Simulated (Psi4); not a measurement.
**UHF/3-21G run of triplet B2O2**

Aim: energy and gradient of triplet B2O2. 

The results are computed with Psi4 1.11.

8 further runs of the same task are left out: 6 that didn't finish, 2 set aside as unsound or not needed.

### Step 1. The structure to begin with

B2O2 has 4 atoms, charge 0, and is taken as a triplet. As SMILES of the parent species, `O=BB=O`. The shape is that of a PBE0-D4/def2-TZVP optimisation. That shape belongs to the parent species and isn't relaxed for this state.

Bond lengths: O1–B2 1.197 Å, B2–B3 1.640 Å, B3–O4 1.197 Å. Angles: O1–B2–B3 180.0°, B2–B3–O4 180.0°.

### Step 2. Energy and gradient at UHF/3-21G

calc.in reads:

```
memory 2200 MB

molecule molecule1 {
  0 3
  O     -1.40423659     0.86882048     3.43486069
  B     -0.57126421     0.35351107     1.39673437
  B      0.57098075    -0.35322761    -1.39692335
  O      1.40450115    -0.86912284    -3.43467172
  units au
  symmetry c1
  no_reorient
  no_com
}

set {
  reference uhf
  puream true
  e_convergence 1e-09
  d_convergence 1e-08
  scf_type pk
  maxiter 100
}

E, wfn = gradient("hf/3-21G", return_wfn=True)
```

Launch:

```console
psi4 -i calc.in -o calc.out -n 1
```

**Question.** What will come out? Wanted: total energy; dipole moment; HOMO energy; LUMO energy; ⟨S²⟩; largest force on an atom.

Answer, from the run:

At UHF/3-21G:

```
                          quantity          value
                      total energy  -197.73577 Eh
                     dipole moment         0.00 D
HOMO energy (highest over α and β)       -7.63 eV
 LUMO energy (lowest over α and β)       -7.20 eV
                              ⟨S²⟩          2.026
          largest force on an atom     5.861 eV/Å
```
